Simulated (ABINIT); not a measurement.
# BiTe (R-3m) in ABINIT: a series of runs, part 2 of 2

ABINIT 10.8.3 (patched build). The steps go on from the part before.

**3. Relaxation of cell and atoms, PBE, target pressure 10 GPa, at which the enthalpy is minimised**

run.abi

```
# Pseudopotentials
pp_dirpath "./"
pseudos "Bi.GGA_PBE-JTH.xml, Te.GGA_PBE-JTH.xml"

# Structure
acell 3*1.0
rprim
     4.5782541706     2.6432562778     6.2687732694
    -4.5782541706     2.6432562778     6.2687732694
     0.0000000000    -5.2865125556     6.2687732694
ntypat 2
znucl 83 52
natom 2
typat 1 2
xred
     0.5000000000     0.5000000000     0.5000000000
     0.0000000000     0.0000000000     0.0000000000
chkprim 0
chksymtnons 0
tolsym 1.0e-6

# Plane-wave basis
ecut 22.0
pawecutdg 44.0
pawxcdev 0

# k points
kptopt 1
ngkpt 7 7 7
nshiftk 1
shiftk 0.0 0.0 0.0

# Exchange and correlation
ixc 11

# Bands and occupations
nband 15
occopt 3
tsmear 0.05 eV

# SCF cycle
nstep 100
tolvrs 1.0e-9

# Output
iomode 3
prtwf 0
prtden 0
prteig 0
prtebands 0
enunit 1

# Relaxation
ionmov 2
ntime 60
tolmxf 5.0e-5
optcell 2
dilatmx 1.08
ecutsm 0.5
strtarget 3*-3.398931e-04 3*0.0
```

Potentials or basis: JTH PAW PBE v2.0.

Launch:

```sh
$ abinit run.abi > log 2>&1
```

run.abo:

```text
.Version 10.8.3 of ABINIT
 Symmetries : space group R-3 m (#166); Bravais hR (rhombohedral)
================================================================================
 Values of the parameters that define the memory need of the present run
     intxc =       0    ionmov =       2      iscf =      17    lmnmax =      18
     lnmax =       6     mgfft =      40  mpssoang =       3    mqgrid =    3001
     natom =       2  nloc_mem =       2    nspden =       1   nspinor =       1
    nsppol =       1      nsym =      12    n1xccc =       1    ntypat =       2
    occopt =       3   xclevel =       2
       mpw =        2853          nfft =       64000          nkpt =          44
 PAW method is used; the additional fine FFT grid is defined by:
   mgfftf=        54    nfftf =    157464
================================================================================
================================================================================

--------------------------------------------------------------------------------
------------- Echo of variables that govern the present computation ------------
--------------------------------------------------------------------------------
 -outvars: echo values of preprocessed input variables --------
            acell      1.0000000000E+00  1.0000000000E+00  1.0000000000E+00 Bohr
              amu      2.08980370E+02  1.27600000E+02
          chkprim           0
      chksymtnons           0
          dilatmx      1.08000000E+00
             ecut      2.20000000E+01 Hartree
           ecutsm      5.00000000E-01 Hartree
           enunit           1
           ionmov           2
              ixc          11
         kptrlatt        7    0    0      0    7    0      0    0    7
          kptrlen      5.74020203E+01
            natom           2
            nband          15
            ngfft          40      40      40
          ngfftdg          54      54      54
             nkpt          44
            nstep         100
             nsym          12
            ntime          60
           ntypat           2
           occopt           3
          optcell           2
        pawecutdg      4.40000000E+01 Hartree
         pawxcdev           0
           prtden           0
        prtebands           0
           prteig           0
            prtwf           0
            rprim      4.5782541706E+00  2.6432562778E+00  6.2687732694E+00
                      -4.5782541706E+00  2.6432562778E+00  6.2687732694E+00
                       0.0000000000E+00 -5.2865125556E+00  6.2687732694E+00
          spgroup         166
        strtarget     -3.39893100E-04 -3.39893100E-04 -3.39893100E-04
                       0.00000000E+00  0.00000000E+00  0.00000000E+00
           tolsym      1.00000000E-06
           tolvrs      1.00000000E-09
           tsmear      1.83746611E-03 Hartree
            typat      1  2
           useylm           1
           xangst      1.0051459183E-16 -7.9709334504E-17  4.9759379284E+00
                       0.0000000000E+00  0.0000000000E+00  0.0000000000E+00
            xcart      1.8994505021E-16 -1.5062881189E-16  9.4031599041E+00
                       0.0000000000E+00  0.0000000000E+00  0.0000000000E+00
             xred      5.0000000000E-01  5.0000000000E-01  5.0000000000E-01
                       0.0000000000E+00  0.0000000000E+00  0.0000000000E+00
            znucl       83.00000   52.00000

================================================================================

 chkinp: Checking input parameters for consistency.

================================================================================
== DATASET  1 ==================================================================

[... 50 lines left out ...]

=== [ionmov= 2] Broyden-Fletcher-Goldfarb-Shanno method (forces)
================================================================================

--- Iteration: ( 1/60) Internal Cycle: (1/1)
--------------------------------------------------------------------------------

---SELF-CONSISTENT-FIELD CONVERGENCE--------------------------------------------
[... 1395 lines left out ...]
 Difference of energy with previous step (new-old):
           Absolute (Ha)= 9.21293E-06
           Relative     = 1.14498E-07

 At Broyd/MD step  14, gradients are converged :
  max grad (force/stress) = 3.2887E-05 < tolmxf= 5.0000E-05 ha/bohr (free atoms)

================================================================================

 ----iterations are completed or convergence reached----

 Mean square residual over all n,k,spin=   18.583E-13; max=  35.499E-11
 reduced coordinates (array xred) for    2 atoms
       0.500000000000      0.500000000000      0.500000000000
       0.000000000000      0.000000000000      0.000000000000
 rms dE/dt=  0.0000E+00; max dE/dt=  0.0000E+00; dE/dt below (all hartree)
    1       0.000000000000      0.000000000000      0.000000000000
    2       0.000000000000      0.000000000000      0.000000000000

 cartesian coordinates (angstrom) at end:
    1      0.00000000000000     0.00000000000000     3.47321040438834
    2      0.00000000000000     0.00000000000000     0.00000000000000

 cartesian forces (hartree/bohr) at end:
    1     -0.00000000000000    -0.00000000000000    -0.00000000000000
    2     -0.00000000000000    -0.00000000000000    -0.00000000000000
 frms,max,avg= 0.0000000E+00 0.0000000E+00   0.000E+00  0.000E+00  0.000E+00 h/b

 cartesian forces (eV/Angstrom) at end:
    1     -0.00000000000000    -0.00000000000000    -0.00000000000000
    2     -0.00000000000000    -0.00000000000000    -0.00000000000000
 frms,max,avg= 0.0000000E+00 0.0000000E+00   0.000E+00  0.000E+00  0.000E+00 e/A
 length scales=  7.115700804886  7.115700804886  7.115700804868 bohr
              =  3.765466702995  3.765466702995  3.765466702986 angstroms
 Fermi (or HOMO) energy (eV) =   1.24299   Average Vxc (eV)= -10.31795
 Eigenvalues (   eV  ) for nkpt=  44  k points:
 kpt#   1, nband= 15, wtk=  0.00292, kpt=  0.0000  0.0000  0.0000 (reduced coord)
 -22.11935  -22.11935  -22.04880  -22.04880  -22.03869  -13.47089   -6.89547   -1.92975
  -1.92975   -0.95875    4.17648    4.17648    5.22088    6.42358    6.42358
 prteigrs : prtvol=0 or 1, do not print more k-points.

--- !EnergyTerms
iteration_state     : {dtset: 1, itime: 14, icycle: 1, }
comment             : Components of total free energy in Hartree
kinetic             :  7.24961178912979E+00
hartree             :  1.98969529656630E+01
xc                  : -6.67600201434689E+00
Ewald energy        : -6.22721417173582E+01
psp_core            :  8.10360782198934E+00
local_psp           : -6.53784124175826E+01
PAW spherical_terms :  1.86127944404036E+01
internal            : -8.04635891321021E+01
'-kT*entropy'       : -2.76197322827147E-04
total_energy        : -8.04638653294249E+01
total_energy_eV     : -2.18953331832358E+03
...

--- !EnergyTermsDC
iteration_state     : {dtset: 1, itime: 14, icycle: 1, }
comment             : '"Double-counting" decomposition of free energy'
band_energy         : -1.00633290736420E+01
Ewald energy        : -6.22721417173582E+01
psp_core            :  8.10360782198934E+00
xc_dc               : -2.06078704936834E+01
PAW spherical_terms :  4.37614829840146E+00
internal            : -8.04635851642929E+01
'-kT*entropy'       : -2.76197322827147E-04
total_energy_dc     : -8.04638613616157E+01
total_energy_dc_eV  : -2.18953321035399E+03
...

--- !EnergyTermsWithPAWCore
iteration_state     : {dtset: 1, itime: 14, icycle: 1, }
comment             : 'Components of total free energy, including PAW core contributions'
Total energy        : -2.83254974689654E+04
Total energy DC     : -2.83254974649976E+04
Total energy (eV)   : -7.70776052237574E+05
Total energy DC (eV): -7.70776052129605E+05
...

 Cartesian components of stress tensor (hartree/bohr^3)
  sigma(1 1)= -3.39862103E-04  sigma(3 2)=  0.00000000E+00
  sigma(2 2)= -3.39862103E-04  sigma(3 1)=  0.00000000E+00
  sigma(3 3)= -3.39564231E-04  sigma(2 1)=  0.00000000E+00

-Cartesian components of stress tensor (GPa)         [Pressure=  9.9962E+00 GPa]
- sigma(1 1)= -9.99908830E+00  sigma(3 2)=  0.00000000E+00
- sigma(2 2)= -9.99908829E+00  sigma(3 1)=  0.00000000E+00
- sigma(3 3)= -9.99032459E+00  sigma(2 1)=  0.00000000E+00

== END DATASET(S) ==============================================================
================================================================================

 -outvars: echo values of variables after computation  --------
            acell      7.1157008049E+00  7.1157008049E+00  7.1157008049E+00 Bohr
           etotal     -8.0463861362E+01
            fcart     -0.0000000000E+00 -0.0000000000E+00 -0.0000000000E+00
                      -0.0000000000E+00 -0.0000000000E+00 -0.0000000000E+00
            rprim      6.8293623813E-01  3.9429342092E-01  6.1492340407E-01
                      -6.8293623813E-01  3.9429342092E-01  6.1492340407E-01
                       0.0000000000E+00 -7.8858684184E-01  6.1492340407E-01
           strten     -3.3986210337E-04 -3.3986210312E-04 -3.3956423108E-04
                       0.0000000000E+00  0.0000000000E+00  0.0000000000E+00
           xangst      9.2250874685E-17  1.6483467343E-16  3.4732104044E+00
                       0.0000000000E+00  0.0000000000E+00  0.0000000000E+00
             xred      5.0000000000E-01  5.0000000000E-01  5.0000000000E-01
                       0.0000000000E+00  0.0000000000E+00  0.0000000000E+00
 Calculation completed.
```

It took 14 min on 1 thread of Arm Neoverse V1, shared host; peak memory 0.2 GiB.

Results:

* Free energy: -2189.5332 eV
* Relaxed volume: 26.52 Å³/atom
* Relaxed cell: a = 3.765 Å, b = 3.765 Å, c = 3.765 Å, α = 86.15°, β = 86.15°, γ = 86.15°
* Space group after relaxing (to 0.05 Å): R-3m (No. 166)
* Energy change on relaxing (the enthalpy is what falls): +235.5 meV/atom
* Ionic steps: 14
* Pressure after relaxing: 10.0 GPa
* Band gap on the k mesh: none (metal or under the smearing width)
* Valence electrons inside the program's atomic spheres: Bi 12.13; Te 3.14

The path:
| step | energy change (eV) | largest force (eV/Å) | pressure (GPa) | volume (Å³) |
| --- | --- | --- | --- | --- |
| 1 | 0.0000 | 0.0000 | 0.09 | 67.45 |
| 2 | 0.0108 | 0.0000 | 1.67 | 65.42 |
| 3 | 0.3405 | 0.0000 | 12.08 | 56.95 |
| 4 | 0.2438 | 0.0000 | 9.77 | 58.35 |
| 5 | 0.2462 | 0.0000 | 9.84 | 58.28 |
| 6 | 0.4222 | 0.0000 | 11.48 | 54.33 |
| 7 | 0.5881 | 0.0000 | 13.39 | 51.46 |
| 8 | 1.0789 | 0.0000 | 22.93 | 48.17 |
| 9 | 0.4891 | 0.0000 | 10.16 | 52.81 |
| 10 | 0.4842 | 0.0000 | 10.15 | 52.86 |
| 11 | 0.4764 | 0.0000 | 10.61 | 53.07 |
| 12 | 0.4684 | 0.0000 | 9.93 | 53.08 |
| 13 | 0.4707 | 0.0000 | 9.98 | 53.05 |
| 14 | 0.4709 | 0.0000 | 10.00 | 53.04 |

Final structure:
```
Bi Te
1.0
     2.57157    1.48470    2.31547
    -2.57157    1.48470    2.31547
     0.00000   -2.96940    2.31547
Bi Te
1 1
Direct
  0.50000 0.50000 0.50000
  0.00000 0.00000 0.00000
```

Levels at points of the mesh, in eV from the Fermi level:
| k point | band 8 | band 9 | band 10 | band 11 | band 12 | band 13 |
| --- | --- | --- | --- | --- | --- | --- |
| (0.00, 0.00, 0.00) | -3.17 | -3.17 | -2.20 | 2.93 | 2.93 | 3.98 |

Caveat: the volume moved by over 15 % at a fixed basis, so the end points are rough; spin-orbit coupling is left out, which moves the levels of the heavy elements.

**4. Relaxation of cell and atoms, PBE, target pressure 20 GPa, at which the enthalpy is minimised**

run.abi: that of step 3 with these lines changed.

```diff
@@ -59,2 +59,2 @@
 ecutsm 0.5
-strtarget 3*-3.398931e-04 3*0.0
+strtarget 3*-6.797862e-04 3*0.0
```

Potentials or basis: JTH PAW PBE v2.0.

Launch:

```sh
$ abinit run.abi > log 2>&1
```

run.abo:

```text
.Version 10.8.3 of ABINIT
 Symmetries : space group R-3 m (#166); Bravais hR (rhombohedral)
================================================================================
 Values of the parameters that define the memory need of the present run
     intxc =       0    ionmov =       2      iscf =      17    lmnmax =      18
     lnmax =       6     mgfft =      40  mpssoang =       3    mqgrid =    3001
     natom =       2  nloc_mem =       2    nspden =       1   nspinor =       1
    nsppol =       1      nsym =      12    n1xccc =       1    ntypat =       2
    occopt =       3   xclevel =       2
       mpw =        2853          nfft =       64000          nkpt =          44
 PAW method is used; the additional fine FFT grid is defined by:
   mgfftf=        54    nfftf =    157464
================================================================================
================================================================================

--------------------------------------------------------------------------------
------------- Echo of variables that govern the present computation ------------
--------------------------------------------------------------------------------
 -outvars: echo values of preprocessed input variables --------
            acell      1.0000000000E+00  1.0000000000E+00  1.0000000000E+00 Bohr
              amu      2.08980370E+02  1.27600000E+02
          chkprim           0
      chksymtnons           0
          dilatmx      1.08000000E+00
             ecut      2.20000000E+01 Hartree
           ecutsm      5.00000000E-01 Hartree
           enunit           1
           ionmov           2
              ixc          11
         kptrlatt        7    0    0      0    7    0      0    0    7
          kptrlen      5.74020203E+01
            natom           2
            nband          15
            ngfft          40      40      40
          ngfftdg          54      54      54
             nkpt          44
            nstep         100
             nsym          12
            ntime          60
           ntypat           2
           occopt           3
          optcell           2
        pawecutdg      4.40000000E+01 Hartree
         pawxcdev           0
           prtden           0
        prtebands           0
           prteig           0
[... 1625 lines left out ...]
 frms,max,avg= 0.0000000E+00 0.0000000E+00   0.000E+00  0.000E+00  0.000E+00 e/A
 length scales=  6.888300817934  6.888300817934  6.888300817915 bohr
              =  3.645131812222  3.645131812222  3.645131812212 angstroms
 Fermi (or HOMO) energy (eV) =   1.84387   Average Vxc (eV)= -10.72773
 Eigenvalues (   eV  ) for nkpt=  44  k points:
 kpt#   1, nband= 15, wtk=  0.00292, kpt=  0.0000  0.0000  0.0000 (reduced coord)
 -21.64788  -21.64788  -21.53878  -21.53878  -21.53878  -13.67610   -6.02872   -1.32489
  -1.32467   -1.32467    4.48152    4.48152    7.44539    7.44539    7.44575
 prteigrs : prtvol=0 or 1, do not print more k-points.

--- !EnergyTerms
iteration_state     : {dtset: 1, itime: 15, icycle: 1, }
comment             : Components of total free energy in Hartree
kinetic             :  7.37545985898484E+00
hartree             :  1.90148890267074E+01
xc                  : -6.73946909432068E+00
Ewald energy        : -6.42308705866336E+01
psp_core            :  8.87497419400523E+00
local_psp           : -6.33553217397694E+01
PAW spherical_terms :  1.86118600343087E+01
internal            : -8.04484783067174E+01
'-kT*entropy'       : -1.74017002458620E-04
total_energy        : -8.04486523237199E+01
total_energy_eV     : -2.18911935134938E+03
...

--- !EnergyTermsDC
iteration_state     : {dtset: 1, itime: 15, icycle: 1, }
comment             : '"Double-counting" decomposition of free energy'
band_energy         : -9.75544656875694E+00
Ewald energy        : -6.42308705866336E+01
psp_core            :  8.87497419400523E+00
xc_dc               : -1.97053355853444E+01
PAW spherical_terms :  4.36819657167268E+00
internal            : -8.04484819750570E+01
'-kT*entropy'       : -1.74017002458620E-04
total_energy_dc     : -8.04486559920595E+01
total_energy_dc_eV  : -2.18911945116998E+03
...

--- !EnergyTermsWithPAWCore
iteration_state     : {dtset: 1, itime: 15, icycle: 1, }
comment             : 'Components of total free energy, including PAW core contributions'
Total energy        : -2.83254822559597E+04
Total energy DC     : -2.83254822596280E+04
Total energy (eV)   : -7.70775638270600E+05
Total energy DC (eV): -7.70775638370420E+05
...

 Cartesian components of stress tensor (hartree/bohr^3)
  sigma(1 1)= -6.79850699E-04  sigma(3 2)=  0.00000000E+00
  sigma(2 2)= -6.79850698E-04  sigma(3 1)=  0.00000000E+00
  sigma(3 3)= -6.79911270E-04  sigma(2 1)=  0.00000000E+00

-Cartesian components of stress tensor (GPa)         [Pressure=  2.0002E+01 GPa]
- sigma(1 1)= -2.00018981E+01  sigma(3 2)=  0.00000000E+00
- sigma(2 2)= -2.00018981E+01  sigma(3 1)=  0.00000000E+00
- sigma(3 3)= -2.00036802E+01  sigma(2 1)=  0.00000000E+00

== END DATASET(S) ==============================================================
================================================================================

 -outvars: echo values of variables after computation  --------
            acell      6.8883008179E+00  6.8883008179E+00  6.8883008179E+00 Bohr
           etotal     -8.0448655992E+01
            fcart     -0.0000000000E+00 -0.0000000000E+00 -0.0000000000E+00
                      -0.0000000000E+00 -0.0000000000E+00 -0.0000000000E+00
            rprim      7.0711133311E-01  4.0825091852E-01  5.7734283586E-01
                      -7.0711133311E-01  4.0825091852E-01  5.7734283586E-01
                       0.0000000000E+00 -8.1650183704E-01  5.7734283586E-01
           strten     -6.7985069857E-04 -6.7985069828E-04 -6.7991127034E-04
                       0.0000000000E+00  0.0000000000E+00  0.0000000000E+00
           xangst      9.1921119008E-17 -6.9786446813E-17  3.1567361063E+00
                       0.0000000000E+00  0.0000000000E+00  0.0000000000E+00
             xred      5.0000000000E-01  5.0000000000E-01  5.0000000000E-01
                       0.0000000000E+00  0.0000000000E+00  0.0000000000E+00
 Calculation completed.
```

Run time: 16 min. Hardware: 1 thread of Arm Neoverse V1, shared host; peak memory 0.2 GiB.

Results:

- Free energy: -2189.1195 eV
- Relaxed volume: 24.22 Å³/atom
- Relaxed cell: a = 3.645 Å, b = 3.645 Å, c = 3.645 Å, α = 90.00°, β = 90.00°, γ = 90.00°
- Space group after relaxing (to 0.05 Å): Pm-3m (No. 221)
- Energy change on relaxing (the enthalpy is what falls): +442.3 meV/atom
- Ionic steps: 15
- Pressure after relaxing: 20.0 GPa
- Band gap on the k mesh: none (metal or under the smearing width)
- Valence electrons inside the program's atomic spheres: Bi 12.17; Te 3.18

Step by step:
| step | energy change (eV) | largest force (eV/Å) | pressure (GPa) | volume (Å³) |
| --- | --- | --- | --- | --- |
| 1 | 0.0000 | 0.0000 | 0.09 | 67.45 |
| 2 | 0.0429 | 0.0000 | 3.52 | 63.42 |
| 3 | 1.0949 | 0.0000 | 27.05 | 50.52 |
| 4 | 0.6614 | 0.0000 | 18.86 | 53.53 |
| 5 | 0.7038 | 0.0000 | 19.71 | 53.13 |
| 6 | 0.8587 | 0.0000 | 22.80 | 51.57 |
| 7 | 1.3204 | 0.0000 | 30.47 | 47.34 |
| 8 | 1.8168 | 0.0000 | 39.82 | 43.61 |
| 9 | 1.6681 | 0.0000 | 36.38 | 43.98 |
| 10 | 0.5299 | 0.0000 | 11.10 | 52.24 |
| 11 | 0.9073 | 0.0000 | 20.53 | 48.25 |
| 12 | 0.8942 | 0.0000 | 20.22 | 48.36 |
| 13 | 0.8533 | 0.0000 | 19.27 | 48.69 |
| 14 | 0.8835 | 0.0000 | 19.97 | 48.44 |
| 15 | 0.8847 | 0.0000 | 20.00 | 48.43 |

Final structure:
```
Bi Te
1.0
     2.57751    1.48813    2.10449
    -2.57751    1.48813    2.10449
     0.00000   -2.97626    2.10449
Bi Te
1 1
Direct
  0.50000 0.50000 0.50000
  0.00000 0.00000 0.00000
```

Levels at points of the mesh, in eV from the Fermi level:
```tsv
k point	band 8	band 9	band 10	band 11	band 12	band 13
(0.00, 0.00, 0.00)	-3.17	-3.17	-3.17	2.64	2.64	5.60
```

Caveat: the volume moved by over 15 % at a fixed basis, so the end points are rough; spin-orbit coupling is left out, which moves the levels of the heavy elements.

**5. The runs side by side**

```csv
cell,gap on the mesh (eV),pressure (GPa)
relaxed to 5 GPa,none,5.0
relaxed to 10 GPa,none,10.0
relaxed to 20 GPa,none,20.0
```

Alike in all rows: task relaxation of cell and atoms; level PBE; potentials or basis JTH PAW PBE v2.0; no spin polarisation; k mesh 7 × 7 × 7; cutoff (eV) 599; smearing fermi-dirac 0.05 eV.

Caveats: spin-orbit coupling is left out, which moves the levels of the heavy elements; the volume moved by over 15 % at a fixed basis, so the end points are rough (some runs).

Absolute energies hang on the potentials; compare differences alone.
